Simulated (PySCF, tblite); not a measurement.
# C2H12O3Si, a solvent cluster: NMR shifts, interaction energy and core binding energies, part 3 of 3

tblite 0.8.0 and PySCF 2.14.0. Atoms count from 0, parts from 1.

### Step 6. Interaction energy: PBE0-D3(BJ)/def2-SVPD

What the job is given:

```
{"job": {"kind": "inter", "xc": "PBE0", "basis": "def2-SVPD", "disp": "d3bj"}, "charge": 0, "multiplicity": 1, "parts": [{"atoms": "0-5", "charge": 0, "multiplicity": 1}, {"atoms": "6-11", "charge": 0, "multiplicity": 1}, {"atoms": "12-17", "charge": 0, "multiplicity": 1}]}
O      1.014352     0.756236    -1.136124
Si     0.677375    -0.172520     0.215134
H      1.454427     1.630548    -1.005287
H     -0.146494    -1.319059    -0.255745
H     -0.086755     0.617997     1.229046
H      1.930351    -0.676224     0.853373
C      0.131308     2.135722    -4.420396
O     -0.062532     2.411140    -3.053220
H      1.145617     1.752801    -4.623262
H     -0.604355     1.405239    -4.793480
H     -0.002928     3.073485    -4.974277
H      0.083798     1.604484    -2.527866
C      1.281126     4.212742    -0.315396
O      1.772888     3.303843    -1.271888
H      1.221112     5.234200    -0.723469
H      0.282512     3.922217     0.053868
H      1.977730     4.220126     0.532583
H      1.158413     3.263864    -2.033705
```

Method: PBE0-D3(BJ)/def2-SVPD interaction energy, counterpoise and uncorrected, gas phase.

Log:

```text
part 1, own basis, geometry of the cluster
coarse grid: 5192 points
cycle   1  E = -366.6678735423  dE = -6.253e-02  |g| = 6.359e-01  |ddm| = 2.276e+00
cycle   2  E = -366.5042360463  dE =  1.636e-01  |g| = 1.104e+00  |ddm| = 1.297e+00
cycle   3  E = -366.7453050244  dE = -2.411e-01  |g| = 4.217e-02  |ddm| = 8.224e-01
cycle   4  E = -366.7457399818  dE = -4.350e-04  |g| = 7.836e-03  |ddm| = 7.518e-02
cycle   5  E = -366.7457542986  dE = -1.432e-05  |g| = 8.934e-04  |ddm| = 9.841e-03
cycle   6  E = -366.7457545717  dE = -2.731e-07  |g| = 2.063e-04  |ddm| = 2.089e-03
final grid: 44624 points
cycle   7  E = -366.7961648392  dE = -5.792e-06  |g| = 4.172e-03  |ddm| = 1.608e-02
cycle   8  E = -366.7961595313  dE =  5.308e-06  |g| = 6.740e-03  |ddm| = 7.671e-03
cycle   9  E = -366.7961680548  dE = -8.523e-06  |g| = 9.086e-05  |ddm| = 4.819e-03
cycle  10  E = -366.7961680572  dE = -2.461e-09  |g| = 2.089e-05  |ddm| = 1.808e-04
cycle  11  E = -366.7961680574  dE = -1.685e-10  |g| = 3.558e-06  |ddm| = 3.920e-05
converged SCF energy = -366.7961680574

part 2, own basis, geometry of the cluster
coarse grid: 4656 points
cycle   1  E = -115.4362292084  dE =  3.524e-02  |g| = 5.349e-01  |ddm| = 2.390e+00
cycle   2  E = -115.3608088019  dE =  7.542e-02  |g| = 8.291e-01  |ddm| = 9.164e-01
cycle   3  E = -115.4921519557  dE = -1.313e-01  |g| = 3.988e-02  |ddm| = 5.375e-01
cycle   4  E = -115.4924319780  dE = -2.800e-04  |g| = 1.376e-02  |ddm| = 4.424e-02
cycle   5  E = -115.4924744842  dE = -4.251e-05  |g| = 4.314e-03  |ddm| = 1.562e-02
cycle   6  E = -115.4924787562  dE = -4.272e-06  |g| = 2.672e-04  |ddm| = 4.263e-03
final grid: 43904 points
cycle   7  E = -115.5135654444  dE = -1.066e-05  |g| = 6.898e-03  |ddm| = 2.866e-02
cycle   8  E = -115.5135575080  dE =  7.936e-06  |g| = 9.514e-03  |ddm| = 1.207e-02
cycle   9  E = -115.5135749584  dE = -1.745e-05  |g| = 7.807e-04  |ddm| = 6.646e-03
cycle  10  E = -115.5135750931  dE = -1.347e-07  |g| = 7.087e-05  |ddm| = 6.718e-04
cycle  11  E = -115.5135750942  dE = -1.098e-09  |g| = 1.065e-05  |ddm| = 6.973e-05
cycle  12  E = -115.5135750942  dE = -2.575e-11  |g| = 1.433e-06  |ddm| = 1.474e-05
converged SCF energy = -115.5135750942

part 3, own basis, geometry of the cluster
coarse grid: 4656 points
cycle   1  E = -115.4358352981  dE =  3.139e-02  |g| = 5.343e-01  |ddm| = 2.389e+00
cycle   2  E = -115.3597258101  dE =  7.611e-02  |g| = 8.307e-01  |ddm| = 9.176e-01
cycle   3  E = -115.4917830775  dE = -1.321e-01  |g| = 3.999e-02  |ddm| = 5.386e-01
cycle   4  E = -115.4920645360  dE = -2.815e-04  |g| = 1.381e-02  |ddm| = 4.434e-02
cycle   5  E = -115.4921073068  dE = -4.277e-05  |g| = 4.336e-03  |ddm| = 1.569e-02
cycle   6  E = -115.4921116247  dE = -4.318e-06  |g| = 2.712e-04  |ddm| = 4.287e-03
final grid: 43904 points
cycle   7  E = -115.5133806182  dE = -1.036e-05  |g| = 6.888e-03  |ddm| = 2.755e-02
cycle   8  E = -115.5133726670  dE =  7.951e-06  |g| = 9.513e-03  |ddm| = 1.206e-02
cycle   9  E = -115.5133901392  dE = -1.747e-05  |g| = 7.911e-04  |ddm| = 6.653e-03
cycle  10  E = -115.5133902781  dE = -1.388e-07  |g| = 5.933e-05  |ddm| = 6.706e-04
cycle  11  E = -115.5133902788  dE = -7.562e-10  |g| = 9.954e-06  |ddm| = 6.909e-05
converged SCF energy = -115.5133902788

part 1, own basis, relaxed alone
coarse grid: 5192 points
cycle   1  E = -366.6680754107  dE = -4.779e-02  |g| = 6.389e-01  |ddm| = 2.282e+00
cycle   2  E = -366.5066702734  dE =  1.614e-01  |g| = 1.101e+00  |ddm| = 1.299e+00
cycle   3  E = -366.7458107742  dE = -2.391e-01  |g| = 4.184e-02  |ddm| = 8.227e-01
cycle   4  E = -366.7462380582  dE = -4.273e-04  |g| = 7.770e-03  |ddm| = 7.480e-02
cycle   5  E = -366.7462520860  dE = -1.403e-05  |g| = 8.950e-04  |ddm| = 9.679e-03
cycle   6  E = -366.7462523573  dE = -2.713e-07  |g| = 2.088e-04  |ddm| = 2.084e-03
final grid: 44624 points
cycle   7  E = -366.7969659931  dE = -5.629e-06  |g| = 3.953e-03  |ddm| = 1.695e-02
cycle   8  E = -366.7969613790  dE =  4.614e-06  |g| = 6.337e-03  |ddm| = 7.263e-03
cycle   9  E = -366.7969688998  dE = -7.521e-06  |g| = 9.628e-05  |ddm| = 4.525e-03
cycle  10  E = -366.7969689023  dE = -2.559e-09  |g| = 2.945e-05  |ddm| = 1.827e-04
cycle  11  E = -366.7969689026  dE = -2.588e-10  |g| = 3.275e-06  |ddm| = 4.017e-05
converged SCF energy = -366.7969689026

part 2, own basis, relaxed alone
coarse grid: 4656 points
cycle   1  E = -115.4366371155  dE =  4.617e-02  |g| = 5.351e-01  |ddm| = 2.396e+00
cycle   2  E = -115.3635568210  dE =  7.308e-02  |g| = 8.222e-01  |ddm| = 9.121e-01
cycle   3  E = -115.4922826277  dE = -1.287e-01  |g| = 3.968e-02  |ddm| = 5.344e-01
cycle   4  E = -115.4925605404  dE = -2.779e-04  |g| = 1.354e-02  |ddm| = 4.362e-02
cycle   5  E = -115.4926016311  dE = -4.109e-05  |g| = 4.294e-03  |ddm| = 1.542e-02
cycle   6  E = -115.4926058647  dE = -4.234e-06  |g| = 2.635e-04  |ddm| = 4.232e-03
final grid: 43904 points
cycle   7  E = -115.5138287475  dE = -8.823e-06  |g| = 6.741e-03  |ddm| = 2.530e-02
cycle   8  E = -115.5138216284  dE =  7.119e-06  |g| = 9.171e-03  |ddm| = 1.187e-02
cycle   9  E = -115.5138380212  dE = -1.639e-05  |g| = 7.704e-04  |ddm| = 6.489e-03
cycle  10  E = -115.5138381515  dE = -1.302e-07  |g| = 5.268e-05  |ddm| = 6.410e-04
cycle  11  E = -115.5138381521  dE = -5.901e-10  |g| = 9.231e-06  |ddm| = 6.122e-05
converged SCF energy = -115.5138381521

part 3, own basis, relaxed alone: E = -115.5138381521 (as before)

cluster
final grid: 132432 points
cycle   1  E = -597.8535088267  dE = -3.202e-02  |g| = 5.367e-02  |ddm| = 2.018e+00
cycle   2  E = -597.8540823004  dE = -5.735e-04  |g| = 4.303e-02  |ddm| = 1.982e-01
cycle   3  E = -597.8543912421  dE = -3.089e-04  |g| = 1.434e-02  |ddm| = 5.138e-02
cycle   4  E = -597.8544299358  dE = -3.869e-05  |g| = 3.157e-03  |ddm| = 1.460e-02
cycle   5  E = -597.8544322252  dE = -2.289e-06  |g| = 1.052e-03  |ddm| = 5.893e-03
cycle   6  E = -597.8544324827  dE = -2.575e-07  |g| = 1.747e-04  |ddm| = 1.268e-03
cycle   7  E = -597.8544324885  dE = -5.849e-09  |g| = 7.292e-05  |ddm| = 2.386e-04
cycle   8  E = -597.8544324894  dE = -9.054e-10  |g| = 2.418e-05  |ddm| = 7.874e-05
converged SCF energy = -597.8544324894

part 1 in the basis of the cluster
final grid: 132432 points
cycle   1  E = -366.7975082184  dE = -1.342e-03  |g| = 2.725e-03  |ddm| = 9.842e-01
cycle   2  E = -366.7975107229  dE = -2.505e-06  |g| = 7.794e-04  |ddm| = 3.838e-02
cycle   3  E = -366.7975108153  dE = -9.233e-08  |g| = 4.858e-04  |ddm| = 2.565e-03
cycle   4  E = -366.7975108533  dE = -3.803e-08  |g| = 2.306e-04  |ddm| = 6.070e-04
cycle   5  E = -366.7975108633  dE = -1.003e-08  |g| = 1.693e-05  |ddm| = 2.160e-04
cycle   6  E = -366.7975108634  dE = -7.293e-11  |g| = 2.538e-06  |ddm| = 3.417e-05
converged SCF energy = -366.7975108634

part 2 in the basis of the cluster
final grid: 132432 points
cycle   1  E = -115.5146655125  dE = -1.094e-03  |g| = 2.646e-03  |ddm| = 9.939e-01
cycle   2  E = -115.5146678676  dE = -2.355e-06  |g| = 1.140e-03  |ddm| = 4.377e-02
cycle   3  E = -115.5146680081  dE = -1.405e-07  |g| = 8.163e-04  |ddm| = 2.811e-03
cycle   4  E = -115.5146681382  dE = -1.302e-07  |g| = 1.762e-04  |ddm| = 8.438e-04
cycle   5  E = -115.5146681438  dE = -5.520e-09  |g| = 3.997e-05  |ddm| = 1.916e-04
cycle   6  E = -115.5146681441  dE = -3.645e-10  |g| = 2.789e-06  |ddm| = 4.565e-05
converged SCF energy = -115.5146681441

part 3 in the basis of the cluster
final grid: 132432 points
cycle   1  E = -115.5145101918  dE = -1.117e-03  |g| = 2.561e-03  |ddm| = 1.009e+00
cycle   2  E = -115.5145124957  dE = -2.304e-06  |g| = 1.011e-03  |ddm| = 4.432e-02
cycle   3  E = -115.5145125817  dE = -8.601e-08  |g| = 8.115e-04  |ddm| = 2.749e-03
cycle   4  E = -115.5145127101  dE = -1.284e-07  |g| = 1.600e-04  |ddm| = 7.792e-04
cycle   5  E = -115.5145127147  dE = -4.651e-09  |g| = 3.350e-05  |ddm| = 1.720e-04
cycle   6  E = -115.5145127150  dE = -2.594e-10  |g| = 3.028e-06  |ddm| = 3.883e-05
converged SCF energy = -115.5145127150

Interaction energy (kcal/mol)
  counterpoise      -20.027
  uncorrected       -22.261
  dispersion part    -2.619
  deformation         0.951
  binding           -19.076

Decomposition of the uncorrected value (kcal/mol)
  electrostatic     -35.418
  Pauli              36.447
  orbital           -20.671
  dispersion         -2.619

Charge of each part in the cluster: -0.018 0.009 0.008
```

Run time: 95 s. Hardware: 1 thread of Arm Neoverse N1, shared host; peak memory 0.62 GiB.

Counterpoise interaction energy: -20.03 kcal/mol.

### Step 7. X-ray photoelectron lines: SCAN, X2C

Same as in step 6 but for these lines:

```diff
@@ -1,2 +1,2 @@
-{"job": {"kind": "inter", "xc": "PBE0", "basis": "def2-SVPD", "disp": "d3bj"}, "charge": 0, "multiplicity": 1, "parts": [{"atoms": "0-5", "charge": 0, "multiplicity": 1}, {"atoms": "6-11", "charge": 0, "multiplicity": 1}, {"atoms": "12-17", "charge": 0, "multiplicity": 1}]}
+{"job": {"kind": "xps", "holes": 3}, "charge": 0, "multiplicity": 1, "parts": [{"atoms": "0-5", "charge": 0, "multiplicity": 1}, {"atoms": "6-11", "charge": 0, "multiplicity": 1}, {"atoms": "12-17", "charge": 0, "multiplicity": 1}]}
 O      1.014352     0.756236    -1.136124
```

With the program's defaults for keys left out, this is: delta-SCF UKS SCAN, pcX-2 on the ionised atom, pcseg-1 elsewhere, spin-free X2C.

Log:

```text
ground state, core basis on atom 0 (O), 179 functions
  cycle   1  E = -598.98473762  |g| = 1.06e+00
  cycle   2  E = -598.46841537  |g| = 1.94e+00
  cycle   3  E = -599.17442901  |g| = 2.48e-01
  cycle   4  E = -599.18489683  |g| = 1.13e-01
  cycle   5  E = -599.18703061  |g| = 2.79e-02
  cycle   6  E = -599.18716614  |g| = 1.01e-02
  cycle   7  E = -599.18719023  |g| = 2.40e-03
  cycle   8  E = -599.18719027  |g| = 6.34e-04
  cycle   9  E = -599.18719178  |g| = 2.91e-04
  E(ground) = -599.23149952 Eh
hole in O 1s of atom 0
  cycle   1  E = -578.59351278  |g| = 2.22e+00
  cycle   2  E = -577.98871768  |g| = 2.28e+00
  cycle   3  E = -579.31096491  |g| = 5.53e-01
  cycle   4  E = -579.34577982  |g| = 4.37e-01
  cycle   5  E = -579.41624874  |g| = 7.08e-02
  cycle   6  E = -579.41775441  |g| = 2.88e-02
  cycle   7  E = -579.41807045  |g| = 7.74e-03
  cycle   8  E = -579.41808587  |g| = 3.27e-03
  cycle   9  E = -579.41809285  |g| = 6.96e-04
  cycle  10  E = -579.41809288  |g| = 1.82e-04
  E(ion) = -579.46214680 Eh   <S^2> = 0.7617   hole on atom = 1.000   binding energy = 537.951 eV
ground state, core basis on atom 7 (O), 179 functions
  cycle   1  E = -599.18312157  |g| = 1.15e-01
  cycle   2  E = -599.18083785  |g| = 1.31e-01
  cycle   3  E = -599.18363534  |g| = 4.54e-02
  cycle   4  E = -599.18402075  |g| = 3.84e-03
  cycle   5  E = -599.18402557  |g| = 1.42e-03
  cycle   6  E = -599.18402405  |g| = 2.07e-04
  E(ground) = -599.22934711 Eh
hole in O 1s of atom 7
  cycle   1  E = -578.58000506  |g| = 2.22e+00
  cycle   2  E = -577.33712180  |g| = 2.47e+00
  cycle   3  E = -579.22444130  |g| = 6.22e-01
  cycle   4  E = -579.32852827  |g| = 3.94e-01
  cycle   5  E = -579.38161423  |g| = 1.42e-01
  cycle   6  E = -579.38890202  |g| = 4.02e-02
  cycle   7  E = -579.38950492  |g| = 1.14e-02
  cycle   8  E = -579.38954241  |g| = 6.63e-03
  cycle   9  E = -579.38955821  |g| = 1.29e-03
  cycle  10  E = -579.38955869  |g| = 4.15e-04
  E(ion) = -579.43495554 Eh   <S^2> = 0.7615   hole on atom = 1.000   binding energy = 538.633 eV
ground state, core basis on atom 13 (O), 179 functions
  cycle   1  E = -599.18379090  |g| = 1.01e-01
  cycle   2  E = -599.18299630  |g| = 8.16e-02
  cycle   3  E = -599.18368596  |g| = 5.24e-02
  cycle   4  E = -599.18416596  |g| = 3.64e-03
  cycle   5  E = -599.18416802  |g| = 1.15e-03
  cycle   6  E = -599.18416845  |g| = 1.90e-04
  E(ground) = -599.22925252 Eh
hole in O 1s of atom 13
  cycle   1  E = -578.58034715  |g| = 2.22e+00
  cycle   2  E = -577.90733977  |g| = 2.31e+00
  cycle   3  E = -579.27577224  |g| = 5.78e-01
  cycle   4  E = -579.32412635  |g| = 4.25e-01
  cycle   5  E = -579.39002625  |g| = 7.52e-02
  cycle   6  E = -579.39179078  |g| = 2.41e-02
  cycle   7  E = -579.39201589  |g| = 8.91e-03
  cycle   8  E = -579.39204149  |g| = 3.93e-03
  cycle   9  E = -579.39204778  |g| = 8.25e-04
  cycle  10  E = -579.39204780  |g| = 2.19e-04
  E(ion) = -579.43753851 Eh   <S^2> = 0.7619   hole on atom = 1.000   binding energy = 538.560 eV

== part 1 alone, relaxed ==
ground state, core basis on atom 0 (O), 83 functions
  cycle   1  E = -367.62294288  |g| = 8.20e-01
  cycle   2  E = -367.18230991  |g| = 1.70e+00
  cycle   3  E = -367.73580786  |g| = 9.74e-02
  cycle   4  E = -367.73802465  |g| = 1.84e-02
  cycle   5  E = -367.73809849  |g| = 3.74e-03
  cycle   6  E = -367.73810360  |g| = 1.17e-03
  cycle   7  E = -367.73810154  |g| = 1.72e-04
  E(ground) = -367.76838615 Eh
hole in O 1s of atom 0
  cycle   1  E = -347.13465229  |g| = 2.22e+00
  cycle   2  E = -346.85893843  |g| = 2.09e+00
  cycle   3  E = -347.91386565  |g| = 3.22e-01
  cycle   4  E = -347.93872852  |g| = 3.16e-02
  cycle   5  E = -347.93906889  |g| = 1.12e-02
  cycle   6  E = -347.93912623  |g| = 2.02e-03
  cycle   7  E = -347.93912811  |g| = 8.40e-04
  cycle   8  E = -347.93912807  |g| = 1.92e-04
  E(ion) = -347.97015477 Eh   <S^2> = 0.7614   hole on atom = 1.000   binding energy = 538.737 eV

== part 2 alone, relaxed ==
ground state, core basis on atom 1 (O), 79 functions
  cycle   1  E = -115.67477766  |g| = 6.99e-01
  cycle   2  E = -115.49929405  |g| = 1.22e+00
  cycle   3  E = -115.75949929  |g| = 8.06e-02
  cycle   4  E = -115.76040248  |g| = 3.49e-02
  cycle   5  E = -115.76069038  |g| = 9.68e-03
  cycle   6  E = -115.76070706  |g| = 1.50e-03
  cycle   7  E = -115.76070758  |g| = 1.17e-04
  E(ground) = -115.76221156 Eh
hole in O 1s of atom 1
  cycle   1  E = -95.16303188  |g| = 2.21e+00
  cycle   2  E = -94.86409005  |g| = 2.10e+00
  cycle   3  E = -95.92174985  |g| = 3.48e-01
  cycle   4  E = -95.95060052  |g| = 5.12e-02
  cycle   5  E = -95.95135310  |g| = 2.66e-02
  cycle   6  E = -95.95167612  |g| = 6.05e-03
  cycle   7  E = -95.95169262  |g| = 1.24e-03
  cycle   8  E = -95.95169363  |g| = 3.35e-04
  E(ion) = -95.95391492 Eh   <S^2> = 0.7618   hole on atom = 1.000   binding energy = 539.011 eV
```

Run time: 94 s. Hardware: 1 thread of Arm Neoverse N1, shared host; peak memory 0.53 GiB.

The holes in one table. −ε is the ground-state orbital energy:

```
      hole  stands for             environment  ΔSCF (eV)  −ε (eV)   ⟨S²⟩
 O1s on O0          O0  oxygen bonded to Si, H     537.95    516.4  0.762
 O1s on O7          O7   oxygen bonded to C, H     538.63    516.7  0.761
O1s on O13         O13   oxygen bonded to C, H     538.56    516.7  0.762
```

What binding changes (parts relaxed alone, same level, their own basis):

```
      hole  alone (eV)  in the cluster  change (eV)
 O1s on O0      538.74          537.95        -0.79
 O1s on O7      539.01          538.63        -0.38
O1s on O13      539.01          538.56        -0.45
```

### Step 8. Side by side

Energies in kcal/mol, with wall time:

| run | counterpoise | BSSE | electrostatic | Pauli | orbital | dispersion | time |
| --- | --- | --- | --- | --- | --- | --- | --- |
| wB97M-D3(BJ)/def2-SVPD | -18.85 | 2.20 | -36.62 | 39.07 | -19.86 | -3.64 | 5.7 min |
| PBE0-D3(BJ)/def2-SVPD | -20.03 | 2.23 | -35.42 | 36.45 | -20.67 | -2.62 | 95 s |

### Step 9. Summary of results

This closing draws on all 3 parts.

| quantity | value |
| --- | --- |
| binding energy (GFN2-xTB) | -15.22 kcal/mol |
| point group | C1 |
| rotational constants (main isotopes) | 2.10, 1.25, 0.83 GHz |
| shieldings of C, H (PBE0/pcSseg-1) | C6 133.6, C12 134.3, H2 25.7, H5 26.3, H4 26.3, H3 26.5, H17 27.1, H9 27.8 ppm and more |
| largest proton shift on binding | H2, +5.47 ppm |
| interaction energy, counterpoise (wB97M-D3(BJ)/def2-SVPD) | -18.85 kcal/mol |
| superposition error | 2.20 kcal/mol |
| binding energy (with deformation) | -18.02 kcal/mol |
| O1s binding energies, SCAN/pcX-2 | O7 538.63, O13 538.56, O0 537.95 eV |
| range of the interaction energy over the runs of this table | -20.03 to -18.85 kcal/mol |

In words: In the structure that the search hands on, at its xTB geometry, the leading contact, judged by the atoms' radii, is H2···O13 (hydrogen bond, 1.79 Å). Further contacts there: H17···O7 (hydrogen bond, 1.89 Å), H11···O0 (hydrogen bond, 1.94 Å). A later relaxation moves these distances. Over 7 steps the energy fell by 0.249 eV; of the close pairs, O0–Si1 changed most, 1.609 to 1.674 Å. No frequency check was run at this level, so the end point may be a saddle. On binding (GIAO PBE0/pcSseg-1 NMR shielding, non-relativistic, gas phase), H2 moves most among the protons, 5.47 ppm downfield. Of the attraction, electrostatic 61 %, orbital 33 %, dispersion 6 %; Pauli repulsion takes back 39.07 kcal/mol. Pairs sum to -15.57 kcal/mol; the many-body rest, -3.27, is cooperative. O7 (oxygen bonded to C, H) binds its O1s electron 0.68 eV more tightly than O0 (oxygen bonded to Si, H). Binding moves the O1s level of O0 by -0.79 eV. The interaction energy runs from -20.03 (PBE0-D3(BJ)/def2-SVPD) to -18.85 kcal/mol (wB97M-D3(BJ)/def2-SVPD).
